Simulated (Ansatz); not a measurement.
# Cl₂H₃NSi: up Jacob's ladder to CCSD(T)

One table from this session's results is given with a row withheld; the runs are named, their logs left out.

Program: Ansatz 0.2.0, Gaussian basis. Level of theory: functionals in def2-TZVPP, the program's frozen cores in correlated methods. These are calculated values, not measurements.

The runs, in order: LDA (SPW92), PBE-D4, revPBE-D4, BLYP-D4, r2SCAN-D4, B97M-V, PBE0-D4, B3LYP-D4, r2SCANh-D4, r2SCAN0-D4, HSE06-D4, BHLYP-D4, CAM-B3LYP-D4, LC-ωPBE, ωB97X-V, ωB97M-V, B2PLYP, PBE-QIDH; CCSD(T)/def2-SVP; CCSD(T)/def2-TZVPP; CCSD(T)/def2-QZVPP; extrapolation to the limit; RPA on PBE.

## The relaxed structure

An earlier PBE0-D4 in a triple-zeta def2 set relaxation fixed the geometry.

SMILES `N[SiH](Cl)Cl`, 7 atoms, charge 0, spin multiplicity 1.

Atoms are counted from 1 here; the program's logs count them from 0.

Bond lengths: N1–Si2 1.692 Å, N1–H5 1.007 Å, N1–H6 1.008 Å, Si2–Cl3 2.041 Å, Si2–Cl4 2.056 Å, Si2–H7 1.472 Å. Angles: Si2–N1–H5 120.6°, Si2–N1–H6 120.1°, H5–N1–H6 111.9°, N1–Si2–Cl3 107.5°, N1–Si2–Cl4 115.1°, N1–Si2–H7 110.1°, Cl3–Si2–Cl4 107.0°, Cl3–Si2–H7 110.9°, Cl4–Si2–H7 106.3°.

The first run:

Input file in.yaml:

```yaml
crystal:
  periodic: [false, false, false]
  atoms:
    - {symbol: N, position_ang: [-0.051817, 1.099648, -0.066335]}
    - {symbol: Si, position_ang: [0.221699, -0.569511, -0.034796]}
    - {symbol: Cl, position_ang: [0.681039, -1.079587, 1.887164]}
    - {symbol: Cl, position_ang: [-1.383025, -1.725727, -0.595245]}
    - {symbol: H, position_ang: [-0.591034, 1.544920, 0.658904]}
    - {symbol: H, position_ang: [-0.138224, 1.580853, -0.947548]}
    - {symbol: H, position_ang: [1.322562, -0.918597, -0.947844]}
basis:
  gaussian: {orbitals: def2-TZVPP}
hamiltonian: {xc: lda}
output: {orbitals: {seedname: orbitals}}
```

Command:

```bash
> ansatz run in.yaml --threads 2 --pin off --events-out ev --progress --plain --max-ram 22528MiB --backend cpu
```

Among the steps run: LDA; PBE-D4 (GGA); revPBE-D4 (GGA); BLYP-D4 (GGA); r2SCAN-D4 (meta-GGA); B97M-V (meta-GGA); PBE0-D4 (hybrid); B3LYP-D4 (hybrid); r2SCANh-D4 (hybrid); r2SCAN0-D4 (hybrid); HSE06-D4 (hybrid); BHLYP-D4 (hybrid); CAM-B3LYP-D4 (range-separated); LC-ωPBE (range-separated); ωB97X-V (range-separated); ωB97M-V (range-separated); B2PLYP (double hybrid); PBE-QIDH (double hybrid).

One table of the session follows, with a row left open; its other results are not shown here.

It belongs to the step «Frontier levels by functional». 

| functional | HOMO (eV) | LUMO (eV) | gap (eV) |
| --- | --- | --- | --- |
| LDA (SPW92) | -6.92 | -0.63 | 6.29 |
| PBE-D4 | -6.75 | -0.37 | 6.38 |
| revPBE-D4 | -6.69 | -0.27 | 6.42 |
| BLYP-D4 | -6.61 | -0.28 | 6.32 |
| r2SCAN-D4 | -7.09 | 0.06 | 7.15 |
| B97M-V | -7.18 | -0.10 | 7.08 |
| PBE0-D4 | -8.22 | 0.50 | 8.72 |
| B3LYP-D4 | -7.95 | 0.22 | 8.17 |
| r2SCANh-D4 | -7.63 | 0.37 | 8.01 |
| r2SCAN0-D4 | ? | ? | ? |
| HSE06-D4 | -7.81 | 0.13 | 7.94 |
| BHLYP-D4 | -9.57 | 1.23 | 10.80 |
| CAM-B3LYP-D4 | -9.64 | 1.37 | 11.01 |
| LC-ωPBE | -11.09 | 2.64 | 13.72 |
| ωB97X-V | -10.69 | 2.46 | 13.14 |
| ωB97M-V | -10.56 | 2.04 | 12.60 |

Estimate the missing values for r2SCAN0-D4.

Worked estimate for «HOMO (eV)». Against the share of exact exchange, r2SCAN-D4 (0, -7.09), r2SCANh-D4 (0.1, -7.63) give a slope of -5.40 per unit share; at 0.25 the line stands at -8.44.

**Answer.** HOMO (eV): -8.45; LUMO (eV): 0.81; gap (eV): 9.27. In «HOMO (eV)» the line misses by +0.01.
